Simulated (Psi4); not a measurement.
# BGeH4 (SMILES [BH2][GeH2]) at UMP2/def2-TZVP (density fitting, density fitting for correlation, sweep point 2)

Aim: the vertical ionisation energy of BGeH4 at UMP2/def2-TZVP (density fitting, density fitting for correlation, sweep point 2), from 2 runs. 

The results are computed with Psi4 1.11.

## 1. The structure to begin with

BGeH4 has 6 atoms, charge 0, and is taken as a doublet. As SMILES, `[BH2][GeH2]`. Geometry: a GFN2-xTB relaxation, a rough one for these elements and not checked as a minimum.

Bond lengths: B1–Ge2 1.922 Å, B1–H3 1.170 Å, B1–H4 1.169 Å, Ge2–H5 1.528 Å, Ge2–H6 1.528 Å. Angles: B1–Ge2–H5 129.8°, B1–Ge2–H6 129.7°, Ge2–B1–H3 119.3°, Ge2–B1–H4 119.1°, H5–Ge2–H6 100.4°, H3–B1–H4 121.6°.

## 2. A single-point energy at UMP2/def2-TZVP (density fitting, density fitting for correlation, sweep point 2)

Input file job.py:

```python
import psi4

psi4.set_memory('1600 MB')
psi4.set_num_threads(1)
psi4.set_output_file('output.dat', False)

molecule = psi4.geometry("""
0 2
B     -0.012800    -1.089570     0.124830
Ge     0.012730     0.820130    -0.090400
H     -0.774610    -1.570630     0.870550
H      0.740510    -1.741390    -0.487720
H      0.891660     1.692480    -0.985930
H     -0.857490     1.888970     0.568670
units angstrom
symmetry c1
""")

psi4.set_options({
    'basis': 'def2-TZVP',
    'reference': 'uhf',
    'puream': True,
    'scf_type': 'df',
    'num_frozen_docc': 5,
    'maxiter': 150,
})

result = psi4.energy("mp2", molecule=molecule)
print(f'total energy {result:.8f} hartree = {result * 27.211386:.5f} eV')
for k, v in sorted(psi4.core.scalar_variables().items()):
    print(f'{k:45s} {v:18.10f}')
```

On the command line:

```console
$ python job.py
```

output.dat:

```text
[...]
  Running in c1 symmetry.
[...]
  Nuclear repulsion =   86.055500737404273
[...]
  Multiplicity = 2
[...]
  Nalpha       = 21
  Nbeta        = 20
[...]
    Number of basis functions: 103
[...]
   @DF-UHF iter   1: -2101.06994749075557   -3.12974e+00   2.65003e-02 DIIS/ADIIS
[...]
   @DF-UHF iter  14: -2102.32435909239121   -1.36424e-12   4.36784e-09 DIIS
[...]
   @S^2 Observed:                7.613386718E-01
[...]
    Orbital Energies [Eh]
    ---------------------
    Alpha Occupied:
       1A   -405.230932     2A    -52.140583     3A    -46.230800
       4A    -46.227242     5A    -46.226034     6A     -7.608746
       7A     -7.185328     8A     -5.166472     9A     -5.158228
      10A     -5.156313    11A     -1.636040    12A     -1.634213
      13A     -1.631799    14A     -1.629652    15A     -1.626386
      16A     -0.775259    17A     -0.653553    18A     -0.520304
      19A     -0.455144    20A     -0.445074    21A     -0.307848
    Alpha Virtual:
      22A      0.066947    23A      0.122715    24A      0.143773
      25A      0.157880    26A      0.184381    27A      0.188058
[...]
  @DF-UHF Final Energy: -2102.32435909239121
   => Energetics <=
    Nuclear Repulsion Energy =             86.0555007374042731
    One-Electron Energy =               -3101.8632105815631803
    Two-Electron Energy =                 913.4833507517680573
    Total Energy =                      -2102.3243590923912052
  UHF NO Occupations:
  HONO-2 :   19  A 1.9993963
  HONO-1 :   20  A 1.9957333
[...]
 Multipole Moments:
 ------------------------------------------------------------------------------------
     Multipole            Electronic (a.u.)      Nuclear  (a.u.)        Total (a.u.)
 ------------------------------------------------------------------------------------
 L = 1.  Multiply by 2.5417464519 to convert [e a0] to [Debye]
 Dipole X            :          0.0499256           -0.0478953            0.0020304
 Dipole Y            :          2.9440279           -2.7805672            0.1634607
 Dipole Z            :         -0.3203080            0.3010431           -0.0192649
 Magnitude           :                                                    0.1646046
[...]
```

The script printed:

```text
total energy -2102.81983365 hartree = -57220.64218 eV
CURRENT CORRELATION ENERGY                         -0.4954745540
CURRENT ENERGY                                  -2102.8198336463
CURRENT REFERENCE ENERGY                        -2102.3243590924
CUSTOM SCS-MP2 CORRELATION ENERGY                  -0.4797802134
CUSTOM SCS-MP2 TOTAL ENERGY                     -2102.8041393058
DD SOLVATION ENERGY                                 0.0000000000
HF KINETIC ENERGY                                2102.4175340080
HF POTENTIAL ENERGY                             -4204.7418931004
HF TOTAL ENERGY                                 -2102.3243590924
HF VIRIAL RATIO                                     1.9999556820
MP2 CORRELATION ENERGY                             -0.4954745540
MP2 DOUBLES ENERGY                                 -0.4954745540
MP2 OPPOSITE-SPIN CORRELATION ENERGY               -0.3630254178
MP2 SAME-SPIN CORRELATION ENERGY                   -0.1324491361
MP2 SINGLES ENERGY                                 -0.0000000000
MP2 TOTAL ENERGY                                -2102.8198336463
NUCLEAR REPULSION ENERGY                           86.0555007374
ONE-ELECTRON ENERGY                             -3101.8632105816
PCM POLARIZATION ENERGY                             0.0000000000
PE ENERGY                                           0.0000000000
SCF ITERATION ENERGY                            -2102.3243590924
SCF ITERATIONS                                     14.0000000000
SCF TOTAL ENERGY                                -2102.3243590924
SCS-MP2 CORRELATION ENERGY                         -0.4797802134
SCS-MP2 TOTAL ENERGY                            -2102.8041393058
TWO-ELECTRON ENERGY                               913.4833507518
```

It took 3.9 s on 1 thread of Intel Xeon Platinum 8175M at 2.50GHz (Skylake/Cascade Lake), shared host; peak memory 0.26 GiB.

## 3. The singlet cation at the same level

Input file bgeh4.py:

```python
import psi4

psi4.set_memory(1600000000)
psi4.set_num_threads(1)
psi4.set_output_file('run.log', False)

molecule = psi4.geometry("""
1 1
B     -0.012800    -1.089570     0.124830
Ge     0.012730     0.820130    -0.090400
H     -0.774610    -1.570630     0.870550
H      0.740510    -1.741390    -0.487720
H      0.891660     1.692480    -0.985930
H     -0.857490     1.888970     0.568670
symmetry c1
""")

psi4.set_options({
    'basis': 'def2-TZVP',
    'puream': True,
    'scf_type': 'df',
    'num_frozen_docc': 5,
})

result, w = psi4.energy("mp2", return_wfn=True)
print('E =', round(result, 9))
```

On the command line:

```console
$ python bgeh4.py
```

run.log:

```text
[...]
  Running in c1 symmetry.
[...]
  Nuclear repulsion =   86.055500737404273
[...]
  Multiplicity = 1
[...]
  Nalpha       = 20
  Nbeta        = 20
[...]
    Number of basis functions: 103
[...]
   @DF-RHF iter   1: -2101.00288719876153   -3.06268e+00   2.53840e-02 ADIIS/DIIS
[...]
   @DF-RHF iter  11: -2102.04086599083530   -2.86491e-11   4.20558e-09 DIIS
[...]
    Orbital Energies [Eh]
    ---------------------
    Doubly Occupied:
       1A   -405.518915     2A    -52.428129     3A    -46.517649
       4A    -46.514077     5A    -46.513140     6A     -7.847894
       7A     -7.471503     8A     -5.452221     9A     -5.442214
      10A     -5.441598    11A     -1.927002    12A     -1.922276
      13A     -1.920284    14A     -1.911455    15A     -1.908913
      16A     -1.002443    17A     -0.878422    18A     -0.747091
      19A     -0.687691    20A     -0.687484
[...]
  @DF-RHF Final Energy: -2102.04086599083530
   => Energetics <=
    Nuclear Repulsion Energy =             86.0555007374042731
    One-Electron Energy =               -3090.7119279566309160
    Two-Electron Energy =                 902.6155612283914706
    Total Energy =                      -2102.0408659908353002
[...]
 Multipole Moments:
 ------------------------------------------------------------------------------------
     Multipole            Electronic (a.u.)      Nuclear  (a.u.)        Total (a.u.)
 ------------------------------------------------------------------------------------
 L = 1.  Multiply by 2.5417464519 to convert [e a0] to [Debye]
 Dipole X            :          0.0475022           -0.0478953           -0.0003930
 Dipole Y            :          2.4847010           -2.7805672           -0.2958663
 Dipole Z            :         -0.2645024            0.3010431            0.0365408
 Magnitude           :                                                    0.2981145
[...]
```

On the terminal:

```text
E = -2102.512115774
```

Wall time 3.3 s (1 thread of Intel Xeon Platinum 8175M at 2.50GHz (Skylake/Cascade Lake), shared host); peak memory 0.26 GiB.

## 4. Results

At UMP2/def2-TZVP (density fitting, density fitting for correlation, sweep point 2), 5 core orbitals frozen:

| quantity | value |
| --- | --- |
| doublet BGeH4: total energy | -2102.81983 Eh |
| doublet BGeH4: HOMO energy (Hartree–Fock orbitals) (highest over α and β) | -8.38 eV |
| doublet BGeH4: LUMO energy (Hartree–Fock orbitals) (lowest over α and β) | 0.26 eV |
| doublet BGeH4: correlation energy (5 core orbitals frozen) | -495.5 mEh |
| doublet BGeH4: ⟨S²⟩ of the reference determinant | 0.761 |
| singlet cation: total energy | -2102.51212 Eh |
| singlet cation: HOMO energy (Hartree–Fock orbitals) | -18.71 eV |
| singlet cation: LUMO energy (Hartree–Fock orbitals) | -7.10 eV |
| singlet cation: HOMO–LUMO gap (Hartree–Fock orbitals) | 11.61 eV |
| singlet cation: correlation energy (5 core orbitals frozen) | -471.2 mEh |
| vertical ionisation energy (to the singlet cation) | 8.373 eV |

In words: The vertical ionisation energy comes to 8.37 eV (193 kcal/mol). Only the singlet of the ionised species was computed; a triplet could lie lower.
